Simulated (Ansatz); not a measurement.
Crystal: HfIn4SiO6.

```
Hf In Si O
1.0
     2.41414   -8.12134   -0.00008
     2.41414    8.12134   -0.00008
    -0.99593    0.00000    4.72934
Hf In Si O
1 4 1 6
Direct
  0.00000 0.00000 0.00000
  0.66331 0.33669 0.00000
  0.16209 0.83791 0.50000
  0.33669 0.66331 0.00000
  0.83791 0.16209 0.50000
  0.50000 0.50000 0.50000
  0.73030 0.73030 0.27048
  0.26970 0.26970 0.72952
  0.19567 0.35702 0.27610
  0.64298 0.80433 0.72390
  0.80433 0.64298 0.72390
  0.35702 0.19567 0.27610
```

The cell was built by a generator and needn't be a form met in nature.

Base run:

| Quantity | Value |
| --- | --- |
| Program | Ansatz 0.2.0 |
| Functional | PBE |
| Potentials or basis | Ansatz PAW |
| Cutoff | 420 eV |
| Density cutoff | 1680 eV |
| k mesh | 6 × 6 × 6 |
| Occupations | fermi-dirac, width 0.05 eV |
| Spin | no spin polarisation |
| Hubbard terms | Hf d U = 4 eV |

Its results: band gap on the k mesh none (metal or under the smearing width); pressure 0.9 GPa; largest force 0.357 eV/Å.

After a change of settings the same cell gave: band gap on the k mesh none (metal or under the smearing width); pressure 1.5 GPa; largest force 0.576 eV/Å. Which change was it?
A. functional from PBE to RPBE; hubbard terms from Hf d U = 4 eV to none; hubbard projectors from ortho-atomic (the default) to none
B. hubbard terms from Hf d U = 4 eV to Hf d U = 6 eV
C. hubbard terms from Hf d U = 4 eV to Hf d U = 2 eV

B.

Caveats: U without spin polarisation on a metal has little footing; the density of states is complete only up to the lowest level of the last band computed.

Not every run made on this cell is shown here.
